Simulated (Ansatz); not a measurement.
# CH6OSiZn: one species, many methods

Aim: compute CH6OSiZn with functionals from several rungs and with coupled cluster, and see how far each lands from CCSD(T) at the basis-set limit for the atomisation energy.

The runs use Ansatz 0.2.0, Gaussian basis; functionals in def2-TZVPP, the program's frozen cores in correlated methods.

Plan: LDA (SPW92), PBE-D4, revPBE-D4, BLYP-D4, r2SCAN-D4, B97M-V, PBE0-D4, B3LYP-D4, r2SCANh-D4, r2SCAN0-D4, HSE06-D4, BHLYP-D4, CAM-B3LYP-D4, LC-ωPBE, ωB97X-V, ωB97M-V, B2PLYP, PBE-QIDH; CCSD(T)/def2-SVP; CCSD(T)/def2-TZVPP; MP2/def2-QZVPP; extrapolation to the limit; RPA on PBE.

### Step 1. The relaxed structure

The geometry comes from an earlier relaxation with PBE0-D4 in a triple-zeta def2 set; it is a stationary point, not always the lowest conformer.

SMILES `C[SiH2][O][ZnH]`, 10 atoms, charge 0, spin multiplicity 1.

Atoms are counted from 1 here; the program's logs count them from 0.

Bond lengths: C1–Si2 1.863 Å, C1–H5 1.094 Å, C1–H6 1.093 Å, C1–H7 1.093 Å, Si2–O3 1.623 Å, Si2–H8 1.496 Å, Si2–H9 1.495 Å, O3–Zn4 1.764 Å, Zn4–H10 1.510 Å. Angles: Si2–C1–H5 110.4°, Si2–C1–H6 110.9°, Si2–C1–H7 110.9°, H5–C1–H6 108.1°, H5–C1–H7 108.1°, H6–C1–H7 108.2°, C1–Si2–O3 110.5°, C1–Si2–H8 109.2°, C1–Si2–H9 109.1°, O3–Si2–H8 110.6°, O3–Si2–H9 110.5°, H8–Si2–H9 106.8°, Si2–O3–Zn4 147.2°, O3–Zn4–H10 177.7°.

Geometry (Å):

```mol
CH6OSiZn
  3D, bonds by distance, orders not assigned

 10  9  0  0  0  0  0  0  0  0999 V2000
   -1.7374    0.3498   -0.1468 C   0  0
   -0.1528   -0.4087    0.4720 Si  0  0
    1.1198    0.2028   -0.3293 O   0  0
    2.8654    0.1780   -0.5792 Zn  0  0
   -2.5945   -0.0621    0.3936 H   0  0
   -1.7334    1.4330   -0.0033 H   0  0
   -1.8770    0.1470   -1.2113 H   0  0
   -0.2185   -1.8930    0.3010 H   0  0
   -0.0245   -0.1467    1.9386 H   0  0
    4.3530    0.1999   -0.8355 H   0  0
  1  2  8  0
  2  3  8  0
  3  4  8  0
  1  5  8  0
  1  6  8  0
  1  7  8  0
  2  8  8  0
  2  9  8  0
  4 10  8  0
M  END
```

### Step 2. LDA

This LDA is Slater exchange with PW92 correlation.

The input, in.yaml:

```yaml
crystal:
  periodic: [false, false, false]
  atoms:
    - {symbol: C, position_ang: [-1.737397, 0.349761, -0.146755]}
    - {symbol: Si, position_ang: [-0.152830, -0.408673, 0.472013]}
    - {symbol: O, position_ang: [1.119758, 0.202846, -0.329259]}
    - {symbol: Zn, position_ang: [2.865364, 0.178031, -0.579158]}
    - {symbol: H, position_ang: [-2.594481, -0.062140, 0.393620]}
    - {symbol: H, position_ang: [-1.733436, 1.432981, -0.003292]}
    - {symbol: H, position_ang: [-1.877018, 0.147046, -1.211285]}
    - {symbol: H, position_ang: [-0.218458, -1.893035, 0.300996]}
    - {symbol: H, position_ang: [-0.024466, -0.146711, 1.938574]}
    - {symbol: H, position_ang: [4.352954, 0.199894, -0.835454]}
basis:
  gaussian: {orbitals: def2-TZVPP}
hamiltonian: {xc: lda}
output: {orbitals: {seedname: orbitals}}
```

Run with:

```sh
> ansatz run in.yaml --threads 2 --pin off --events-out ev --progress --plain --max-ram 32768MiB --backend cpu
```

The runs that follow: PBE-D4 (GGA); revPBE-D4 (GGA); BLYP-D4 (GGA); r2SCAN-D4 (meta-GGA); B97M-V (meta-GGA); B3LYP-D4 (hybrid); r2SCANh-D4 (hybrid); r2SCAN0-D4 (hybrid); HSE06-D4 (hybrid); BHLYP-D4 (hybrid); CAM-B3LYP-D4 (range-separated); LC-ωPBE (range-separated); ωB97X-V (range-separated); ωB97M-V (range-separated); B2PLYP (double hybrid); PBE-QIDH (double hybrid); CCSD(T) in def2-SVP; CCSD(T) in def2-TZVPP; MP2 in def2-QZVPP; RPA on PBE orbitals.

Before running them: what should the planned runs give, taken together? Wanted: atomisation energy, CCSD(T)/CBS; farthest beyond LDA; mean size of error, GGA; mean size of error, meta-GGA; mean size of error, hybrid; mean size of error, range-separated; mean size of error, double hybrid; gap, smallest and largest; T1 diagnostic.

**Answer**, as computed:

| quantity | value |
| --- | --- |
| atomisation energy, CCSD(T)/CBS | 780.2 kcal/mol |
| functionals within 3.9 kcal/mol (0.5 %) | PBE-D4, r2SCAN-D4, B97M-V, r2SCANh-D4, CAM-B3LYP-D4, LC-ωPBE, ωB97X-V, ωB97M-V |
| farthest beyond LDA | BHLYP-D4 (-21.4 kcal/mol) |
| mean size of error, GGA | 11.7 kcal/mol |
| mean size of error, meta-GGA | 1.4 kcal/mol |
| mean size of error, hybrid | 9.7 kcal/mol |
| mean size of error, range-separated | 1.5 kcal/mol |
| mean size of error, double hybrid | 9.6 kcal/mol |
| gap, smallest and largest | 5.28 eV (LDA (SPW92)), 12.21 eV (LC-ωPBE) |
| T1 diagnostic | 0.0150 |
| triples share of the correlation energy | 3.2 % |

What this shows: LDA overbinds by 94.2 kcal/mol (12 %). PBE-D4 misses by -2.8 kcal/mol. Double hybrids carry the basis error of their MP2 part in triple zeta, and no dispersion term here, so their miss is partly the set-up's. The rungs meta-GGA, range-separated miss on average by less than the doubt on the reference (3.9 kcal/mol), so they tie. Misses under about 3.9 kcal/mol are within the doubt on the reference itself, which lacks core-valence correlation, relativity and higher excitations. Hartree-Fock recovers 74 % of the binding; the rest is correlation. CCSD(T) in def2-SVP is off by -49.9 kcal/mol, more than most functionals: a good method in a small basis is no reference. The gap grows from 5.3 to 12.2 eV across the functionals, mostly with the share of exact exchange. For Zn the d shell is correlated and the shells below it are frozen.
